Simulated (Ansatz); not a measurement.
# Co in Ansatz: reference runs

Aim: a first look at Co with PBE, on the cell as given.

All numbers are computed with Ansatz 0.2.0; they aren't measurements. Logs are shortened: lines on timing, memory, paths and dates and some standing lists are left out, and cuts for length are marked.

## Step 1: The sheet as given

The cell holds a sheet with vacuum, 1 atom: a = 2.347 Å, b = 2.347 Å, c = 23.800 Å, α = 90.00°, β = 90.00°, γ = 120.00°.

The cell was built by a generator and needn't be a form met in nature.

## Step 2: Single point, PBE, collinear spin, ferromagnetic start

Input file input.yaml:

```yaml
crystal:
  lattice:
    - [2.34715, 0.0, 0.0]
    - [-1.17358, 2.03269, 0.0]
    - [0.0, 0.0, 23.8]
  atoms:
    - { symbol: Co, position: [0.0, 0.0, 0.29412], spin: 2.0 }
kpoints:
  mp_grid: { grid: [13, 13, 1] }
scf:
  occupations: { method: fermi_dirac, width: 0.05 }
hamiltonian:
  xc: pbe
  pseudopotentials: { kind: all_electron, lapw: { basis_error: 0.001 } }
magnetization:
  spin_polarized: true
output:
  forces: true
  stress: true
  eigenvalues: true
  populations: true
```

Potentials or basis: all-electron LAPW, scalar-relativistic.

Launch:

```bash
$ ansatz run input.yaml --threads 2 --pin off --max-ram 8192MiB --backend cpu --events-out ev --progress --plain --runs-dir out
```

Standard output:

```text
Warning: RAYON_NUM_THREADS=2 ignored (pool sized by the plan → 2); use --threads N
Co: projections on atomic orbitals take those of the free atom 1s2 2s2 2p6 3s2 3p6 3d7 4s2, of charge +0.00 (hamiltonian.pseudopotentials.projection_atoms)
LAPW: plane waves up to 9.630 Å⁻¹, error target 1.0e-3 eV per atom; small_component_spin mean_spin; Co in spheres of 1.174 Å, 17 of its electrons in bands, Dirac shells [] (how accurate: hamiltonian.pseudopotentials.lapw.basis_error, Limitations)
Engine: ansatz 0.2.0, x86_64-unknown-linux-gnu
Pseudopotentials: kind: all_electron
Pseudopotential: Co, LAPW, valence charge 17, lapw/all_electron/scalar/gaussian/Co, Koelling and Harmon's equation, gaussian nucleus
Functional definition: PBE
  parameter kappa = 0.804
  parameter beta = 0.06672455060314922
  exchange = pbe_x(kappa = kappa, mu = beta*pi^2/3)
  correlation = pbe_c(beta = beta)
Crystal: 1 atoms, lattice volume = 113.550 Å³
Basis set: ecut = 353.3361806753004 eV, 1765 PW (Γ), exchange–correlation at level 2
Bands: 14, of which v1, the nominal top of the filled ones, is band 9 counted from 1 (8 counted from 0)
Symmetry: 24 space group operations
Space group: P6/mmm (ITA 191), of the structure as read, at distance tolerance 4.8e-5 Å
Magnetic group: BNS 191.233 (UNI 1463), of the structure as read, at distance tolerance 4.8e-5 Å
k-points: 21 of 169
Non-local potential: Co, projectors of the file, none
Initial density: superposition of atomic densities (neutral atoms: chi_scale 0, normalization atom)
Starting moments: Σ|m| = 2 μB on 1 of 1 site
Initial wavefunctions: plane waves of lowest kinetic energy (no species holds an atomic orbital)
Functional: x = pbe(κ = 0.804, μ = 0.2195149727645171), c = pbe(β = 0.06672455060314922)
iter 1 solved again at ethr=5.47e-3 eV; its pass at ethr=1.00e-1 eV (dr2=9.31e-1 eV) is discarded
SCF iter   1: F=—  HF=-37916.477108 eV  |F-HF|=—  |Δ(HF+E_count)|=         —  Δρ=1.17e-2 (↑5.90e-3 ↓1.17e-2)  dr2=9.29e-1  dr2_m=1.77e-2  M=1.892 μB ∫|m|=1.918 μB  β_m=0.30  ethr=5.47e-3  ⟨swp⟩=2.4  Hψ=3937  notcnv=0
Mixer restart at iter 1: flushing history
preconditioner: auto → LDOS  [metal: Δε(μ)=0.014 eV  Ē_g=10.169 eV  σ=0.050 eV  W_gap=0.07  n_scr=14 (ndim 8)  ℏωp=10.5 eV  f_vac=0.799  D(μ)=2.10/eV (n_scr^D=12)]
spin=Collinear: LDOS preconditioning applied to the charge; magnetization (m = ρ↑ − ρ↓) channel mixes plain (no charge-response kernel on spin).
SCF iter   2: F=—  HF=-37916.320834 eV  |F-HF|=—  |Δ(HF+E_count)|=   1.56e-1  Δρ=8.58e-3 (↑4.44e-3 ↓8.58e-3)  dr2=5.41e-1  dr2_m=1.06e-2  M=1.841 μB ∫|m|=1.896 μB  β_m=0.65  ethr=5.46e-3  ⟨swp⟩=2.0  Hψ=1721  notcnv=0
iter 3 solved again at ethr=8.27e-5 eV; its pass at ethr=3.18e-3 eV (dr2=1.41e-2 eV) is discarded
SCF iter   3: F=—  HF=-37916.163216 eV  |F-HF|=—  |Δ(HF+E_count)|=   1.58e-1  Δρ=1.61e-3 (↑1.61e-3 ↓1.56e-3)  dr2=1.38e-2  dr2_m=3.69e-4  M=1.726 μB ∫|m|=1.906 μB  β_m=0.74  ethr=8.27e-5  ⟨swp⟩=2.4  Hψ=3144  notcnv=0  defer=2
SCF iter   4: F=—  HF=-37916.173102 eV  |F-HF|=—  |Δ(HF+E_count)|=         —  Δρ=6.48e-4 (↑6.48e-4 ↓4.60e-4)  dr2=1.46e-3  dr2_m=9.97e-5  M=1.722 μB ∫|m|=1.930 μB  β_m=0.87  ethr=8.12e-5  ⟨swp⟩=3.0  Hψ=1820  notcnv=0
the basis was enlarged: its passes take 137.8 KiB over the memory plan, 2 of 2 planned eigensolver slots
SCF iter   5: F=—  HF=-37916.175133 eV  |F-HF|=—  |Δ(HF+E_count)|=   2.03e-3  Δρ=2.29e-4 (↑1.02e-4 ↓2.29e-4)  dr2=2.52e-4  dr2_m=1.44e-5  M=1.722 μB ∫|m|=1.947 μB  β_m=0.88  ethr=8.57e-6  ⟨swp⟩=3.0  Hψ=1893  notcnv=0
SCF iter   6: F=—  HF=-37916.175123 eV  |F-HF|=—  |Δ(HF+E_count)|=   9.21e-6  Δρ=5.25e-5 (↑5.05e-5 ↓5.25e-5)  dr2=2.30e-5  dr2_m=3.36e-7  M=1.722 μB ∫|m|=1.946 μB  β_m=0.73  ethr=1.48e-6  ⟨swp⟩=3.0  Hψ=1620  notcnv=0
SCF iter   7: F=—  HF=-37916.175083 eV  |F-HF|=—  |Δ(HF+E_count)|=   4.03e-5  Δρ=3.26e-5 (↑2.68e-5 ↓3.26e-5)  dr2=1.13e-6  dr2_m=6.06e-7  M=1.722 μB ∫|m|=1.945 μB  β_m=0.87  ethr=1.35e-7  ⟨swp⟩=3.0  Hψ=1670  notcnv=0
SCF iter   8: F=—  HF=-37916.175094 eV  |F-HF|=—  |Δ(HF+E_count)|=   1.04e-5  Δρ=9.31e-6 (↑8.57e-6 ↓9.31e-6)  dr2=2.05e-7  dr2_m=4.38e-8  M=1.722 μB ∫|m|=1.945 μB  β_m=0.81  ethr=6.63e-9  ⟨swp⟩=3.0  Hψ=1754  notcnv=0
SCF iter   9: F=—  HF=-37916.175094 eV  |F-HF|=—  |Δ(HF+E_count)|=   1.45e-8  Δρ=3.48e-6 (↑2.75e-6 ↓3.48e-6)  dr2=1.37e-8  dr2_m=8.77e-9  M=1.722 μB ∫|m|=1.945 μB  β_m=0.90  ethr=1.20e-9  ⟨swp⟩=2.7  Hψ=1576  notcnv=0
iter 10 met the thresholds in force, and the SCF goes on: an eigenvalue changes by 2.59 meV, over its tolerance of 0.50 meV (output.eigenvalues, Limitations)
SCF iter  10: F=-37916.175094 eV  HF=-37916.175094 eV  |F-HF|=6.69e-9  |Δ(HF+E_count)|=   5.05e-9  Δρ=8.65e-7 (↑7.54e-7 ↓8.65e-7)  dr2=6.92e-9  dr2_m=1.34e-10  M=1.722 μB ∫|m|=1.945 μB  β_m=0.95  ethr=8.04e-11  ⟨swp⟩=2.3  Hψ=1542  notcnv=0
iter 11 met the thresholds in force, and the SCF goes on: an eigenvalue changes by 2.85 meV, over its tolerance of 0.50 meV (output.eigenvalues, Limitations)
SCF iter  11: F=-37916.175094 eV  HF=-37916.175094 eV  |F-HF|=2.11e-9  |Δ(HF+E_count)|=   2.10e-9  Δρ=2.49e-7 (↑2.49e-7 ↓2.12e-7)  dr2=1.85e-9  dr2_m=3.16e-12  M=1.722 μB ∫|m|=1.945 μB  β_m=1.00  ethr=4.07e-11  ⟨swp⟩=2.0  Hψ=1516  notcnv=0
Mixer restart at iter 11: flushing history
SCF iter  12: F=-37916.175094 eV  HF=-37916.175094 eV  |F-HF|=1.83e-9  |Δ(HF+E_count)|=  8.66e-10  Δρ=2.22e-7 (↑1.42e-7 ↓2.22e-7)  dr2=2.86e-10  dr2_m=1.96e-12  M=1.722 μB ∫|m|=1.945 μB  ethr=1.09e-11  ⟨swp⟩=2.0  Hψ=1516  notcnv=0
SCF 1 converged in 12 iterations: F = -37916.175094 eV  dr2 = 2.86e-10
SCF converged after 12 iterations
an eigenvalue changed by more than its tolerance at an iteration that met the thresholds in force, so the SCF went on 2 times, its first undamped step at iteration 11: the last check found none over its tolerance
Magnetization: 1.7217 μB (9.3609 up, 7.6391 down)
Absolute magnetization: 1.9454 μB (∫|ρ↑−ρ↓|)
Spin contamination: 0.0562 ħ² per cell (⟨S²⟩ above its minimum at these occupations)
Per-site moments (μB) at R_I (Å): [(1.8137678637560644, 1.1735745418537642)]
Free energy (F): -37916.175094 eV
Harris-Foulkes:  -37916.175094 eV  (|F-HF|=1.83e-9)
Internal energy: -37916.161021 eV  (E = F + TS)
E sigma→0 (E₀):  -37916.168057 eV
Entropy (-TS):   -0.014072 eV (-14.072 meV/atom)
Fermi energy:    -2.797525 eV
--- Per-component energies (eV) ---
  E_band       = -607.290653
  E_kinetic    = 38480.380211
  E_xc         = -1623.343467
  E_electrostatic = -74773.197765  (all electrons and nuclei)
  E_smearing   = -0.014072  (= −TS)
  E_closure    = 0.000000  (closes the sum)
  E_atoms      = -37909.289263  (free atoms, spherical and without spin; not in F)
  Σ components = -37916.175094   (vs F -37916.175094, Δ=0.00e0)
  Basis errors (estimates in eV, not in F): energy 5.1e-4 per atom: plane waves 4.3e-4 (2.6e-4 summed), levels above the bands 4.0e-55, relativity 8.6e-9, radial functions 7.8e-5, core shells 8.2e-9; eigenvalues (radial functions only) 1.6e-6; not estimated: angular momenta, meshes, grids; target (lapw.basis_error) 1.0e-3; muffin-tin radii Co 1.174 Å
--- Forces (eV/Å), atoms counted from 1 ---
  atom   1  Co     0.00000000     0.00000000     0.00000000
  max |Σ_I F_I| component: 1.31e-31 eV/Å
--- Stress (GPa, compression-positive) ---
       -0.140362       0.000000       0.000000
        0.000000      -0.140362      -0.000000
        0.000000      -0.000000       0.000009
  P = ⅓ Tr σ = -0.0936 GPa (-0.936 kbar)
--- Band table (eV; the first three rows and the last of 42) ---
  k-point 0 ↑: bands = ["-98.9535", "-62.3566", "-61.8896", "-61.8896", "-9.2594", "-5.6956", "-5.2594", "-5.2594", "-3.9878", "-3.9878", "-2.5524", "1.9810", "2.4603", "2.5705"]
  k-point 1 ↑: bands = ["-98.9493", "-62.3533", "-61.9148", "-61.8956", "-9.0159", "-5.6186", "-5.3453", "-5.1421", "-4.3526", "-4.0119", "-2.0544", "2.1867", "2.6827", "2.7838"]
  k-point 2 ↑: bands = ["-98.9375", "-62.3439", "-61.9844", "-61.9122", "-8.3363", "-5.5360", "-5.3978", "-4.9526", "-4.8087", "-4.0784", "-1.0322", "2.8042", "3.3455", "3.4242"]
  k-point 20 ↓: bands = ["-96.6913", "-60.2523", "-60.1819", "-59.8911", "-4.6623", "-4.1668", "-4.0331", "-3.5341", "-2.4695", "4.2718", "6.8774", "8.3156", "8.7341", "11.4826"]
--- Löwdin populations: 1 site ---
  site symbol       q [e]    m [muB]
     0     Co     26.7991     1.8112
  spilling = 0.007441 (of n_electrons = 27.000000)
```

It took 8.4 s on 2 threads of AMD EPYC 9R45 (Zen 5), shared host; peak memory 0.54 GiB.

Results:

* Free energy: -37916.1751 eV
* Band gap on the k mesh: none (metal or under the smearing width)
* Net moment: 1.72 μB per cell
* Absolute moment: 1.95 μB per cell
* Site moments: Co +1.81 μB

Stress tensor (GPa, compression positive):
```
-0.14  0.00  0.00
 0.00 -0.14  0.00
 0.00  0.00  0.00
```

Levels at points of the mesh, in eV from the Fermi level:
Spin up:
```
           k point  band 5  band 6  band 7  band 8  band 9  band 10  band 11  band 12  band 13  band 14
(0.00, 0.00, 0.00)   -6.46   -2.90   -2.46   -2.46   -1.19    -1.19     0.25     4.78     5.26     5.37
```
Spin down:
| k point | band 5 | band 6 | band 7 | band 8 | band 9 | band 10 | band 11 | band 12 |
| --- | --- | --- | --- | --- | --- | --- | --- | --- |
| (0.00, 0.00, 0.00) | -6.24 | -1.44 | -0.87 | -0.87 | 0.18 | 0.98 | 0.98 | 4.69 |
